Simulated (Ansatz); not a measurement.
# FeNiC6N6: the cost of one run

Program: Ansatz 0.2.0. Level of theory: DFT PBE, scalar-relativistic, plane waves, PAW. These are calculated values, not measurements.

## (1) The starting structure

It takes space group Fm-3m (No. 225, cubic). Conventional cell: a = 10.231 Å, b = 10.231 Å, c = 10.231 Å, α = 90.00°, β = 90.00°, γ = 90.00°. Around Fe (site symmetry m-3m) lie 6 C at 1.94 Å. Ni (site symmetry m-3m) is surrounded by 6 N at 2.01 Å. Around C (site symmetry 4mm) lie 1 N at 1.17 Å and 1 Fe at 1.94 Å. N (site symmetry 4mm) has 1 C at 1.17 Å and 1 Ni at 2.01 Å in its first shell of neighbours.

Structure file:

```
CELL_PARAMETERS angstrom
0.00000 5.11550 5.11550
5.11550 0.00000 5.11550
5.11550 5.11550 0.00000
ATOMIC_POSITIONS crystal
Fe 0.00000 0.00000 0.00000
Ni 0.50000 0.50000 0.50000
C 0.81058 0.18942 0.18942
C 0.18942 0.81058 0.18942
C 0.18942 0.18942 0.81058
C 0.18942 0.81058 0.81058
C 0.81058 0.18942 0.81058
C 0.81058 0.81058 0.18942
N 0.69622 0.30378 0.30378
N 0.30378 0.69622 0.30378
N 0.30378 0.30378 0.69622
N 0.30378 0.69622 0.69622
N 0.69622 0.30378 0.69622
N 0.69622 0.69622 0.30378
```

A structure generator made this guess: cyanide-bridged rock-salt net of two metals, 0 guest cations a cell (Fm-3m, No. 225). The dimensions are guesses.

## (2) The guess as it stands, on a coarse mesh

File input.yaml:

```yaml
crystal:
  lattice:
    - [0.0, 5.1155, 5.1155]
    - [5.1155, 0.0, 5.1155]
    - [5.1155, 5.1155, 0.0]
  atoms:
    - { symbol: Fe, position: [0.0, 0.0, 0.0], spin: 4.0 }
    - { symbol: Ni, position: [0.5, 0.5, 0.5], spin: 2.0 }
    - { symbol: C, position: [0.8105757, 0.1894243, 0.1894243] }
    - { symbol: C, position: [0.1894243, 0.8105757, 0.1894243] }
    - { symbol: C, position: [0.1894243, 0.1894243, 0.8105757] }
    - { symbol: C, position: [0.1894243, 0.8105757, 0.8105757] }
    - { symbol: C, position: [0.8105757, 0.1894243, 0.8105757] }
    - { symbol: C, position: [0.8105757, 0.8105757, 0.1894243] }
    - { symbol: "N", position: [0.69621738, 0.30378262, 0.30378262] }
    - { symbol: "N", position: [0.30378262, 0.69621738, 0.30378262] }
    - { symbol: "N", position: [0.30378262, 0.30378262, 0.69621738] }
    - { symbol: "N", position: [0.30378262, 0.69621738, 0.69621738] }
    - { symbol: "N", position: [0.69621738, 0.30378262, 0.69621738] }
    - { symbol: "N", position: [0.69621738, 0.69621738, 0.30378262] }
basis:
  ecutwfc: 420
kpoints:
  mp_grid: { grid: [4, 4, 4] }
hamiltonian:
  xc: pbe
scf:
  occupations: { method: gaussian, width: 0.1 }
  lower_state_search: "off"
output:
  forces: true
  stress: true
  eigenvalues: true
  populations: true
magnetization:
  spin_polarized: true
```

On the command line:

```bash
> ansatz run input.yaml --threads 1 --pin off --max-ram 2560MiB --backend cpu --events-out ev --progress --plain --runs-dir out
```

**Question.** How long does this run take on 1 thread of AMD EPYC 9R45 (Zen 5), shared host, and how much memory does it need?

About 13 s, with a peak of 0.73 GiB.
